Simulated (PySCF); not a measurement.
# WOBr: relaxation and vibrations of the doublet

The task is one start of a wider search on WOBr: the doublet, from a bent start. It is relaxed, tested by its Hessian and followed downhill if it is a saddle.

Program: PySCF 2.14.0. Level of theory: PBE0, basis W def2-TZVP with ECP60, O def2-TZVP, Br def2-TZVP, scalar-relativistic core potentials, no spin–orbit coupling, density fitting. These are calculated values, not measurements.

## Step 1: The system as given

3 atoms, charge 0, spin multiplicity 2.

Bond lengths: W1–O2 1.770 Å, W1–Br3 2.510 Å. Angles: O2–W1–Br3 110.0°.

```xyz
3
charge 0 multiplicity 2
W     0.0000    0.0000    0.0000
O    -1.4499    0.0000    1.0152
Br    2.0561    0.0000    1.4397
```

## Step 2: First SCF at the start

The steps below are one call of a driver around PySCF. For each, scf.py gives the equivalent set-up of the SCF; relaxations use the driver's own optimiser. After this first run the driver tries any further starts and a stability analysis.

scf.py reads:

```python
from pyscf import gto, scf, dft
mol = gto.M(atom='''
W      0.000000     0.000000     0.000000
O     -1.449900     0.000000     1.015200
Br     2.056100     0.000000     1.439700''',
    basis={'W': 'def2-TZVP', 'O': 'def2-TZVP', 'Br': 'def2-TZVP'},
    ecp={'W': 'def2-TZVP'},
    charge=0, spin=1)
mf = dft.UKS(mol, xc='PBE0')
mf.grids.atom_grid = (50, 194)
aux = {'W': 'def2-universal-JKFIT', 'O': 'def2-universal-JKFIT', 'Br': 'def2-universal-JKFIT'}
mf = mf.density_fit(auxbasis=aux)
mf.conv_tol = 1e-08
mf.diis_space = 10
mf.max_cycle = 60
mf.init_guess = 'minao'
mf.verbose = 4
mf.kernel()
```

Started as:

```sh
$ OMP_NUM_THREADS=4 python axn.py task.json out
```

The runs that follow: Relaxing the doublet from the bent start; Frequencies.

Q: Predict the outcome of this session. Wanted: minimum; geometry; wavenumbers; dipole moment; highest occupied, lowest empty level; polar-tensor charge of W1; zero-point energy; atomisation energy; ⟨S²⟩.

As calculated:

```
                                          quantity                                     value
                                           minimum            broken-symmetry (Ms = 1/2), Cs
                                          geometry  W–Br 2.420 Å, W–O 1.679 Å; Br–W–O 130.7°
                                wavenumbers (cm⁻¹)             106 (a'), 268 (a'), 1056 (a')
                                     dipole moment                                    1.63 D
highest occupied, lowest empty level (either spin)                           -6.62, -3.46 eV
                         polar-tensor charge of W1                                   +1.09 e
                                 zero-point energy                                8.6 kJ/mol
                               entropy at 298.15 K                           316.6 J/(mol K)
         atomisation energy (no zero-point energy)                               1031 kJ/mol
                                              ⟨S²⟩                                     1.658
```

The molecule stays Cs, as typed, and the end point is a minimum. The determinant is spin-contaminated (⟨S²⟩ = 1.66 against 0.75), so it is no pure spin state. In the infrared the band at 1056 cm⁻¹ (a', stretch) leads. Only this shape and spin were tried, so other structures or states may lie lower. One determinant may miss the lowest occupation of an open d or f shell. With an element this heavy the missing spin–orbit coupling can shift these numbers.
